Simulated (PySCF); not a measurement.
# C10H17B: circular dichroism and optical rotation, excited states

Wanted: circular dichroism and optical rotation, excited states for C10H17B (`CB(C)/C1=C/CC/C=C\CC1`).

Computed with PySCF 2.14.0 and routines of our own; the level stands in each step. Atoms count from 0.

## 1. The system as given

28 atoms, charge 0, multiplicity 1; geometry from: GFN2-xTB.

## 2. Geometry optimisation at PBE0-D3(BJ)/def2-SVP

The job: settings as JSON, then the geometry in Å.

```
{"job": {"xc": "PBE0", "basis": "def2-SVP", "d3": "d3bj", "grid": 2, "kind": "geom"}, "charge": 0, "multiplicity": 1}
C     -2.971337     1.508468    -0.270017
B     -2.102180     0.201701    -0.074694
C     -2.772512    -1.195812    -0.387456
C     -0.616476     0.271811     0.393529
C      0.101413     1.391992     0.224729
C      1.563728     1.570737     0.494560
C      2.427138     0.891189    -0.598498
C      3.029759    -0.395297    -0.118279
C      2.359874    -1.520136     0.082713
C      0.887246    -1.698059    -0.135381
C      0.046258    -0.972601     0.942645
H     -4.032005     1.328998    -0.105968
H     -2.672945     2.342449     0.360229
H     -2.877611     1.843558    -1.304183
H     -2.080314    -1.936935    -0.780030
H     -3.611883    -1.120213    -1.075515
H     -3.173414    -1.608901     0.539426
H     -0.387366     2.257087    -0.203059
H      1.828434     1.146652     1.466314
H      1.792824     2.637225     0.524265
H      3.225997     1.569458    -0.901234
H      1.798849     0.704080    -1.474007
H      4.089815    -0.367603     0.097857
H      2.890770    -2.385844     0.456631
H      0.608208    -1.307689    -1.117961
H      0.654207    -2.763749    -0.123468
H      0.693333    -0.715171     1.784227
H     -0.720710    -1.650038     1.316839
```

Run with:

```sh
OMP_NUM_THREADS=1 python excited_run.py task.json out
```

This one command runs all jobs of the session in turn.

Standard output:

```text
step   0  E = -415.33433998  max force = 0.010916
step   1  E = -415.33793759  max force = 0.002146
step   2  E = -415.33807509  max force = 0.000788
step   3  E = -415.33817876  max force = 0.001327
step   4  E = -415.33822579  max force = 0.001984
step   5  E = -415.33827542  max force = 0.000841
step   6  E = -415.33830286  max force = 0.000573
step   7  E = -415.33832861  max force = 0.000858
step   8  E = -415.33835397  max force = 0.001167
step   9  E = -415.33837444  max force = 0.000736
step  10  E = -415.33838361  max force = 0.000497
step  11  E = -415.33838804  max force = 0.000489
step  12  E = -415.33839352  max force = 0.000281
optimisation converged
```

Wall time 8.4 min (1 thread of Arm Neoverse V1, shared host); peak memory 1.2 GiB.

Step by step:

```
step  energy from step 0 (eV)  largest force component (eV/Å)
   0                   0.0000                          0.5613
   1                  -0.0979                          0.1104
   2                  -0.1016                          0.0405
   3                  -0.1045                          0.0682
   4                  -0.1057                          0.1020
   5                  -0.1071                          0.0432
   6                  -0.1078                          0.0295
   7                  -0.1085                          0.0441
   8                  -0.1092                          0.0600
   9                  -0.1098                          0.0378
  10                  -0.1100                          0.0256
  11                  -0.1102                          0.0251
  12                  -0.1103                          0.0144
```

Close pairs (by a distance rule), those that changed most:

| bond | before (Å) | after (Å) | change (Å) |
| --- | --- | --- | --- |
| C2–H16 | 1.091 | 1.108 | +0.017 |
| C0–H11 | 1.088 | 1.104 | +0.015 |
| C0–H13 | 1.091 | 1.106 | +0.015 |
| C4–H17 | 1.082 | 1.096 | +0.014 |
| C7–C8 | 1.325 | 1.338 | +0.014 |
| C8–H23 | 1.082 | 1.096 | +0.014 |
| C2–H14 | 1.087 | 1.101 | +0.014 |
| C7–H22 | 1.082 | 1.096 | +0.014 |

The next job starts from the end point, and lists it.

| at the end point | value |
| --- | --- |
| point group (found at 0.08 Å tolerance) | C1 |
| rotational constants (GHz, main isotopes) | 1.799, 0.735, 0.570 |
| dipole moment (D) | 0.54 |

## 3. Circular dichroism and optical rotation: TDDFT CAM-B3LYP/def2-SVP

The job: settings as JSON, then the geometry in Å.

```
{"job": {"kind": "ecd", "xc": "CAM-B3LYP", "basis": "def2-SVP", "nstates": 12}, "charge": 0, "multiplicity": 1}
C     -2.872392     1.576689    -0.118058
B     -2.045873     0.276105     0.217524
C     -2.752950    -1.117263    -0.011944
C     -0.581089     0.315259     0.771254
C      0.129623     1.458359     0.644685
C      1.588057     1.651333     0.933710
C      2.510695     1.032091    -0.149126
C      3.081415    -0.315562     0.201207
C      2.411504    -1.463987     0.355063
C      0.928224    -1.676484     0.220199
C      0.070006    -0.949063     1.286045
H     -3.892572     1.485960     0.293010
H     -2.447542     2.532086     0.220320
H     -3.010880     1.630896    -1.213711
H     -2.074657    -1.921634    -0.336868
H     -3.613792    -1.072826    -0.695835
H     -3.148986    -1.437191     0.972302
H     -0.388518     2.333861     0.236784
H      1.847987     1.213527     1.912190
H      1.795029     2.729454     1.006478
H      3.345101     1.723197    -0.338777
H      1.949689     0.969149    -1.098717
H      4.166087    -0.350600     0.353988
H      3.002333    -2.347543     0.622461
H      0.594150    -1.353740    -0.782240
H      0.727590    -2.757188     0.268878
H      0.703151    -0.729668     2.161803
H     -0.709928    -1.637371     1.642719
```

Method: TDDFT CAM-B3LYP/def2-SVP circular dichroism and optical rotation, one conformer, gas phase.

Standard output:

```text
coarse grid: 22488 points
cycle   1  E = -415.4088768301  dE =  1.409e+00  |g| = 4.412e-01  |ddm| = 5.462e+00
cycle   2  E = -415.4363756348  dE = -2.750e-02  |g| = 3.499e-01  |ddm| = 9.266e-01
cycle   3  E = -415.4682308560  dE = -3.186e-02  |g| = 6.242e-02  |ddm| = 4.646e-01
cycle   4  E = -415.4688530411  dE = -6.222e-04  |g| = 4.381e-02  |ddm| = 1.045e-01
cycle   5  E = -415.4693406013  dE = -4.876e-04  |g| = 3.847e-03  |ddm| = 4.665e-02
cycle   6  E = -415.4693446494  dE = -4.048e-06  |g| = 1.162e-03  |ddm| = 7.960e-03
final grid: 214616 points
cycle   7  E = -415.5597389508  dE = -6.353e-05  |g| = 4.991e-03  |ddm| = 4.407e-02
cycle   8  E = -415.5597404478  dE = -1.497e-06  |g| = 4.595e-03  |ddm| = 1.100e-02
cycle   9  E = -415.5597457822  dE = -5.334e-06  |g| = 4.562e-04  |ddm| = 5.054e-03
cycle  10  E = -415.5597458179  dE = -3.574e-08  |g| = 2.865e-04  |ddm| = 7.528e-04
cycle  11  E = -415.5597458390  dE = -2.106e-08  |g| = 5.588e-05  |ddm| = 3.479e-04
cycle  12  E = -415.5597458399  dE = -8.545e-10  |g| = 1.521e-05  |ddm| = 9.130e-05
converged SCF energy = -415.5597458399

Singlet excitations and rotatory strengths (1e-40 esu^2 cm^2)
state   eV       nm     f(len)   f(vel)    R(len)    R(vel)   main configurations
  1   5.3743   230.7  0.11052  0.10212   -50.216   -47.416   H->L 0.79, H-2->L 0.10
  2   5.6859   218.1  0.04237  0.03729     3.941     0.795   H-2->L 0.75
  3   6.0251   205.8  0.01641  0.01631    43.144    43.418   H-3->L 0.49, H-1->L 0.31
  4   6.2749   197.6  0.06398  0.05871   -64.475   -61.168   H-1->L 0.50, H-3->L 0.39
  5   6.8598   180.7  0.22347  0.21182   137.560   132.515   H->L+1 0.91
  6   7.1685   173.0  0.00357  0.00357     4.650     4.387   H-4->L 0.45, H-5->L 0.30
  7   7.4378   166.7  0.00241  0.00430    -0.988     0.391   H->L+2 0.53, H->L+4 0.16
  8   7.5086   165.1  0.10686  0.10465    30.672    27.412   H-1->L+1 0.87
  9   7.6851   161.3  0.00262  0.00255    -7.755    -6.590   H-2->L+1 0.27, H-5->L 0.25, H-4->L+1 0.18
 10   7.9120   156.7  0.00581  0.00573   -11.338   -10.147   H-1->L+2 0.19, H->L+2 0.14, H-5->L 0.13
 11   7.9577   155.8  0.01411  0.01691    -6.091    -7.009   H-1->L+2 0.18, H-6->L 0.17, H-4->L+1 0.12
 12   8.0387   154.2  0.05549  0.05362  -106.719  -104.782   H-6->L 0.22, H-4->L 0.15, H->L+3 0.14

Specific rotation (deg / (dm g/mL))
    nm     length   length(OI)   velocity    alpha(len)  alpha(vel)
  633.0    -108.51    -108.01     -91.12      119.341    115.158
  589.3    -130.50    -129.92    -110.10      119.855    115.666
  546.0    -160.27    -159.59    -135.99      120.506    116.307
  436.0    -316.57    -315.40    -274.69      123.304    119.060
  405.0    -410.25    -408.83    -359.37      124.642    120.371
  365.0    -620.25    -618.31    -551.72      127.086    122.762
  355.0    -701.28    -699.16    -626.60      127.885    123.542
```

Run time: 4.2 min. Hardware: 1 thread of Arm Neoverse V1, shared host; peak memory 1.3 GiB.

Orbitals, density, ELF and potential are computed afterwards from the orbital file.

Frontier orbitals at CAM-B3LYP/def2-SVP, with the share of their density that lies nearest to each atom:

```
orbital  energy (eV)                                         lies on
   HOMO        -7.98  C7, C8 about 19 % each; C3, C4 about 12 % each
   LUMO         0.19                       B1 34 %; C4 25 %; C3 12 %
```

ELF in a plane through or near 10 of the atoms.

Ten even steps from '0' (0.00) to '9' (1.00):
```
0000000000000000000000000000
0000000000000000000000000000
0000000000000000000000000000
0000000000430001001410000000
0000001001650189218971000000
0000017500440499429982000000
0000039954543699429964540000
0000004756956454026218993000
0000211464723784349848993000
0007998587200677902531210000
0009999125100146723730000000
0004884686545311168556520000
0000001535932620065558630000
0000019996743410299754210000
0000069992199920298510000000
0000039970199940075200000000
0000001300199920000000000000
0000000000023100000000000000
0000000000000000000000000000
0000000000000000000000000000
```
The map spans 13.5 Å across and 10.7 Å up, centred on the molecule. Atoms in the plane (x, y in Å): C0 (3.0, 1.4), B1 (2.1, 0.1), C2 (2.8, -1.3), C7 (-3.0, -0.2), C8 (-2.4, -1.4), C9 (-1.0, -1.7), H17 (0.6, 2.2), H22 (-4.1, -0.2), H23 (-3.1, -2.2), H25 (-0.8, -2.8).

On the surface of density 0.002 e/bohr³ the electrostatic potential runs, from the 1st to the 99th percentile, from -0.60 V near C8 to 0.56 V near B1.

## 4. Excited states: TDA CAM-B3LYP/def2-SVP

The job, as its differences from that of step 3:

```diff
@@ -1,2 +1,2 @@
-{"job": {"kind": "ecd", "xc": "CAM-B3LYP", "basis": "def2-SVP", "nstates": 12}, "charge": 0, "multiplicity": 1}
+{"job": {"kind": "states", "xc": "CAM-B3LYP", "basis": "def2-SVP", "tda": true, "soc": true, "nstates": 6, "ntriplets": 5, "nquad": 4}, "charge": 0, "multiplicity": 1}
 C     -2.872392     1.576689    -0.118058
```

Method: TDA CAM-B3LYP/def2-SVP excited states, vertical, gas phase, spin-orbit mean-field couplings.

Standard output:

```text
coarse grid: 22488 points
cycle   1  E = -415.4088768301  dE =  1.409e+00  |g| = 4.412e-01  |ddm| = 5.462e+00
cycle   2  E = -415.4363756348  dE = -2.750e-02  |g| = 3.499e-01  |ddm| = 9.266e-01
cycle   3  E = -415.4682308560  dE = -3.186e-02  |g| = 6.242e-02  |ddm| = 4.646e-01
cycle   4  E = -415.4688530411  dE = -6.222e-04  |g| = 4.381e-02  |ddm| = 1.045e-01
cycle   5  E = -415.4693406013  dE = -4.876e-04  |g| = 3.847e-03  |ddm| = 4.665e-02
cycle   6  E = -415.4693446494  dE = -4.048e-06  |g| = 1.162e-03  |ddm| = 7.960e-03
final grid: 214616 points
cycle   7  E = -415.5597389508  dE = -6.353e-05  |g| = 4.991e-03  |ddm| = 4.407e-02
cycle   8  E = -415.5597404478  dE = -1.497e-06  |g| = 4.595e-03  |ddm| = 1.100e-02
cycle   9  E = -415.5597457822  dE = -5.334e-06  |g| = 4.562e-04  |ddm| = 5.054e-03
cycle  10  E = -415.5597458179  dE = -3.574e-08  |g| = 2.865e-04  |ddm| = 7.528e-04
cycle  11  E = -415.5597458390  dE = -2.106e-08  |g| = 5.588e-05  |ddm| = 3.479e-04
cycle  12  E = -415.5597458399  dE = -8.545e-10  |g| = 1.521e-05  |ddm| = 9.130e-05
converged SCF energy = -415.5597458399

Singlet excitations
state   eV       nm        f     d(h-e)  d(exc)  Lambda  PR(NTO)  |dmu|/D   mu/D   main configurations
  1   5.5117   224.9   0.07308   1.222   3.274   0.548   1.065    4.408    4.781   H->L 0.67, H-2->L 0.27
  2   5.7667   215.0   0.07507   0.652   2.941   0.543   1.076    2.370    2.698   H-2->L 0.60, H->L 0.23
  3   6.0500   204.9   0.01818   0.580   3.146   0.534   1.059    1.734    1.694   H-3->L 0.58, H-1->L 0.26
  4   6.3810   194.3   0.11511   1.335   3.423   0.588   1.138    4.558    4.904   H-1->L 0.60, H-3->L 0.29
  5   7.0242   176.5   0.18727   1.400   3.392   0.698   1.113                     H->L+1 0.78, H-1->L+1 0.11
  6   7.1914   172.4   0.00352   0.750   3.047   0.422   1.150                     H-4->L 0.44, H-5->L 0.30

Triplet excitations (Tamm-Dancoff)
state   eV     d(h-e)  d(exc)  Lambda  PR(NTO)   main configurations
  1   3.5114   0.334   2.411   0.590   1.010   H->L 0.46, H-1->L 0.43
  2   4.1140   0.030   2.120   0.683   1.018   H->L+1 0.58, H-1->L+1 0.30
  3   5.1749   0.338   2.662   0.535   1.026   H-2->L 0.82
  4   5.7201   0.810   2.656   0.487   1.045   H-3->L 0.83
  5   6.0015   2.986   4.128   0.587   1.047   H->L 0.45, H-1->L 0.39
S1 - T1 = 2.0003 eV

Spin-orbit couplings |<S|Hso|T>| (cm-1)
             T1       T2       T3       T4       T5
S0        0.162    0.322    4.387    1.287    3.105
S1        1.637    0.174    1.714    4.142    1.533
S2        2.110    0.200    1.280    5.574    1.773
S3        0.743    0.235    7.370    0.214    0.784
S4        0.865    0.333    1.376    1.208    0.275
S5        0.211    0.845    1.182    0.629    0.149
S6        2.184    0.339    6.687    1.818    0.816
T1 sublevels (cm-1): 0.000 0.000 0.000   radiative rates (1/s): 0.0249 0.0124 0.0499
```

Run time: 1.9 min. Hardware: 1 thread of Arm Neoverse V1, shared host; peak memory 1.2 GiB.

In short:

| quantity | value |
| --- | --- |
| S1 less T1 | 2.00 eV |

## 5. Circular dichroism and optical rotation: TDDFT CAM-B3LYP/def2-SVP in benzene

The job, as its differences from that of step 4:

```diff
@@ -1,2 +1,2 @@
-{"job": {"kind": "states", "xc": "CAM-B3LYP", "basis": "def2-SVP", "tda": true, "soc": true, "nstates": 6, "ntriplets": 5, "nquad": 4}, "charge": 0, "multiplicity": 1}
+{"job": {"kind": "ecd", "xc": "CAM-B3LYP", "basis": "def2-SVP", "nstates": 12, "solvent": "benzene"}, "charge": 0, "multiplicity": 1}
 C     -2.872392     1.576689    -0.118058
```

With the program's defaults for keys left out, this is: TDDFT CAM-B3LYP/def2-SVP circular dichroism and optical rotation, one conformer, IEF-PCM benzene (non-equilibrium linear response, no local-field factor).

Standard output:

```text
coarse grid: 22488 points
cycle   1  E = -415.4113564114  dE =  1.407e+00  |g| = 4.364e-01  |ddm| = 5.463e+00
cycle   2  E = -415.4402023305  dE = -2.885e-02  |g| = 3.359e-01  |ddm| = 8.948e-01
cycle   3  E = -415.4696120472  dE = -2.941e-02  |g| = 5.723e-02  |ddm| = 4.304e-01
cycle   4  E = -415.4701551211  dE = -5.431e-04  |g| = 3.978e-02  |ddm| = 9.354e-02
cycle   5  E = -415.4705536318  dE = -3.985e-04  |g| = 3.416e-03  |ddm| = 4.090e-02
cycle   6  E = -415.4705570434  dE = -3.412e-06  |g| = 9.538e-04  |ddm| = 6.828e-03
final grid: 214616 points
cycle   7  E = -415.5609439022  dE = -6.388e-05  |g| = 4.863e-03  |ddm| = 4.401e-02
cycle   8  E = -415.5609457641  dE = -1.862e-06  |g| = 4.295e-03  |ddm| = 1.049e-02
cycle   9  E = -415.5609504343  dE = -4.670e-06  |g| = 3.462e-04  |ddm| = 4.604e-03
cycle  10  E = -415.5609504546  dE = -2.028e-08  |g| = 2.412e-04  |ddm| = 6.445e-04
cycle  11  E = -415.5609504693  dE = -1.478e-08  |g| = 4.966e-05  |ddm| = 2.866e-04
cycle  12  E = -415.5609504700  dE = -7.011e-10  |g| = 1.465e-05  |ddm| = 7.678e-05
converged SCF energy = -415.5609504700

Singlet excitations and rotatory strengths (1e-40 esu^2 cm^2)
state   eV       nm     f(len)   f(vel)    R(len)    R(vel)   main configurations
  1   5.3173   233.2  0.16976  0.15735   -50.650   -48.090   H->L 0.80, H-1->L 0.09
  2   5.6637   218.9  0.04872  0.04332     6.616     3.574   H-2->L 0.78, H-1->L 0.08
  3   6.0180   206.0  0.02400  0.02386    50.373    50.885   H-3->L 0.46, H-1->L 0.32, H->L 0.09
  4   6.2551   198.2  0.08543  0.07913   -66.259   -63.395   H-1->L 0.46, H-3->L 0.43
  5   6.7721   183.1  0.31025  0.29604   143.367   138.493   H->L+1 0.92
  6   7.1438   173.6  0.00536  0.00529     4.977     4.676   H-4->L 0.45, H-5->L 0.29
  7   7.4438   166.6  0.10988  0.10828    -4.831    -2.092   H-1->L+1 0.88
  8   7.4843   165.7  0.01980  0.02035    29.456    25.859   H->L+2 0.48, H->L+4 0.17
  9   7.6585   161.9  0.00429  0.00454   -10.316    -9.072   H-2->L+1 0.27, H-5->L 0.24, H-4->L+1 0.18
 10   7.9022   156.9  0.00409  0.00355   -17.068   -15.629   H-5->L 0.20, H-6->L 0.14, H-4->L+1 0.11
 11   7.9544   155.9  0.02778  0.03124   -29.593   -30.280   H-1->L+2 0.26, H->L+3 0.17, H->L+2 0.16
 12   8.0105   154.8  0.08280  0.07959  -117.927  -115.632   H-6->L 0.15, H-4->L 0.14, H->L+3 0.13

Specific rotation (deg / (dm g/mL))
    nm     length   length(OI)   velocity    alpha(len)  alpha(vel)
  633.0     -60.08     -59.69     -38.29      136.726    131.741
  589.3     -73.55     -73.09     -48.04      137.408    132.410
  546.0     -92.34     -91.79     -62.06      138.274    133.259
  436.0    -199.36    -198.38    -147.77      142.023    136.927
  405.0    -268.71    -267.49    -206.40      143.831    138.692
  365.0    -434.15    -432.44    -351.19      147.166    141.938
  355.0    -500.93    -499.03    -410.86      148.265    143.006
```

Run time: 3.9 min. Hardware: 1 thread of Arm Neoverse V1, shared host; peak memory 1.6 GiB.

## 6. Summary of results

```
                                                                                                 quantity                                                            value
                                                                                              point group                                                               C1
                                                                     rotational constants (main isotopes)                                             1.80, 0.73, 0.57 GHz
           state of largest rotatory strength (velocity form) among 12 (step 3, TDDFT CAM-B3LYP/def2-SVP)  6.86 eV, R = +132.5 (velocity), +137.6 (length) ·10⁻⁴⁰ esu² cm²
                                         specific rotation at 633.0 nm (step 3, TDDFT CAM-B3LYP/def2-SVP)                                -91.1 (velocity), -108.5 (length)
                                                                    surface potential, 1st and 99th percentile                                               -0.60 V and 0.56 V
                                                              S1 less T1 (step 4, TDA CAM-B3LYP/def2-SVP)                                                          2.00 eV
state of largest rotatory strength (velocity form) among 12 (step 5, TDDFT CAM-B3LYP/def2-SVP in benzene)  6.77 eV, R = +138.5 (velocity), +143.4 (length) ·10⁻⁴⁰ esu² cm²
                              specific rotation at 633.0 nm (step 5, TDDFT CAM-B3LYP/def2-SVP in benzene)                                 -38.3 (velocity), -60.1 (length)
```

In words: Relaxing lowered the energy by 0.110 eV in 12 steps; the close pair that moved most is C2–H16, from 1.091 to 1.108 Å. Rotations belong to one conformer and to the handedness of the start; where its mirror image forms freely, a sample shows none. The length form depends on the origin in a finite basis. In step 4, the number of triplets below S1 is 3, and the largest singlet-triplet spin-orbit coupling is S3–T3, 7.37 cm⁻¹.
